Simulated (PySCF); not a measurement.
# C3H8BFO: the cost of one run

The runs use PySCF 2.14.0, with density-fitted response routines of our own; the level of theory stands in each step. All values are computed, except where a source is named. Atoms are numbered from 0 throughout.

## 1. The molecule as given

14 atoms, charge 0, multiplicity 1; geometry from: GFN2-xTB. The atoms were then displaced at random by about 0.01 Å, so the start is not that level's minimum.

Bonds of the start (Å): C0–C1 1.53, C1–B2 1.58, B2–F3 1.37, B2–O4 1.33, O4–C5 1.41, C0–H6 1.06, C0–H7 1.10, C0–H8 1.11, C1–H9 1.08, C1–H10 1.09, C5–H11 1.09, C5–H12 1.09, C5–H13 1.10.

## 2. Optimising the geometry at PBE0-D3(BJ)/def2-SVP

What the job is given:

```
{"job": {"xc": "PBE0", "basis": "def2-SVP", "d3": "d3bj", "grid": 1, "shake": 0.01, "kind": "geom"}, "charge": 0, "multiplicity": 1}
C     -1.937920    -0.187450     0.601450
C     -1.299420     0.120950    -0.751220
B      0.275120     0.083530    -0.733840
F      0.994840     0.124730    -1.902040
O      0.978880     0.018080     0.397030
C      2.387070     0.003630     0.502580
H     -1.686270    -1.160420     0.942390
H     -1.606450     0.557340     1.338920
H     -3.042920    -0.091740     0.533910
H     -1.663210    -0.587570    -1.483400
H     -1.622040     1.107270    -1.092210
H      2.862900    -0.171760    -0.460000
H      2.703350     0.965820     0.896400
H      2.648910    -0.797500     1.202280
```

Run with:

```
$ OMP_NUM_THREADS=1 python probes_run.py task.json out
```

The driver reads the jobs from task.json and runs them one after another.

Q: Estimate the wall time and peak memory of this first job on 1 thread of Arm Neoverse N1, shared host.

About 2.3 min, with a peak of 0.51 GiB.
